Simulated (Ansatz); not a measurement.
# Nb3Sb: a short molecular-dynamics run

Aim: set Nb3Sb (a database structure, 8 atoms, not relaxed) in motion for 20 steps of 2 fs under a Nosé-Hoover thermostat at 300 K, and see how temperature, energy and positions respond.

All numbers below are computed with Ansatz 0.2.0 (DFT PBEsol, plane waves, PAW, scalar-relativistic, no spin polarisation).

### 1 The structure to begin with

The cell holds 8 atoms (Nb6Sb2): a = 5.348 Å, b = 5.348 Å, c = 5.348 Å, α = 90.00°, β = 90.00°, γ = 90.00°.

Structure file:

```xyz
8
Lattice="5.3481 0.0000 0.0000 0.0000 5.3481 0.0000 0.0000 0.0000 5.3481" Properties=species:S:1:pos:R:3 pbc="T T T"
Sb    0.0000    0.0000    0.0000
Sb    2.6741    2.6741    2.6741
Nb    1.3370    0.0000    2.6741
Nb    2.6741    4.0111    0.0000
Nb    4.0111    0.0000    2.6741
Nb    2.6741    1.3370    0.0000
Nb    0.0000    2.6741    4.0111
Nb    0.0000    2.6741    1.3370
```

### 2 Molecular dynamics

input.yaml reads:

```yaml
crystal:
  lattice:
    - [5.348134, 0.0, 0.0]
    - [0.0, 5.348134, 0.0]
    - [0.0, 0.0, 5.348134]
  atoms:
    - { symbol: Sb, position: [0.0, 0.0, 0.0] }
    - { symbol: Sb, position: [0.5, 0.5, 0.5] }
    - { symbol: Nb, position: [0.25, 0.0, 0.5] }
    - { symbol: Nb, position: [0.5, 0.75, 0.0] }
    - { symbol: Nb, position: [0.75, 0.0, 0.5] }
    - { symbol: Nb, position: [0.5, 0.25, 0.0] }
    - { symbol: Nb, position: [0.0, 0.5, 0.75] }
    - { symbol: Nb, position: [0.0, 0.5, 0.25] }
kpoints:
  mp_grid: { grid: [3, 3, 3] }
magnetization:
  spin_polarized: false
scf:
  occupations: { method: gaussian, width: 0.1 }
hamiltonian:
  pseudopotentials: { kind: paw }
  xc: pbesol
basis:
  ecutwfc: 420
md:
  timestep: 2.0
  n_steps: 20
  ensemble: nvt_nose_hoover
  temperature: 300.0
  initial_velocities: maxwell_boltzmann
  seed: 99364
```

The run is started by

```bash
> ansatz run input.yaml --threads 2 --pin off --max-ram 2560MiB --backend cpu --events-out ev --progress --plain --runs-dir out
```

**Question.** What will these runs give? Wanted: temperature, first and last step; temperature, second half; potential energy, second half; largest change of the conserved energy; mean square displacement, second half.

As calculated:

| quantity | value |
| --- | --- |
| length | 20 steps of 2 fs |
| temperature, first and last step | 300 and 62 K |
| temperature, second half | mean 125 K, from 62 to 202 K |
| potential energy, second half | +20 meV/atom from the start |
| largest change of the conserved energy | 0.03 meV/atom |
| mean square displacement, second half | Nb 0.005, Sb 0.002 Å² |

In words: Against a set 300 K the second half averages 125 K, going from 202 to 62 K over that half; 20 meV/atom has gone into potential energy, and a thermostat that acts over some 100 fs has not made it up in 40 fs. The conserved energy strays from its start by at most 0.03 meV/atom, 0.1 % of the mean kinetic energy, which is good for a step of 2 fs. No atom gets farther than 0.12 Å from its start, with the drift of the whole removed, against a typical distance of 2.7 Å between sites at the start. A run of 40 fs with 8 atoms shows the motion but fixes no equilibrium value.
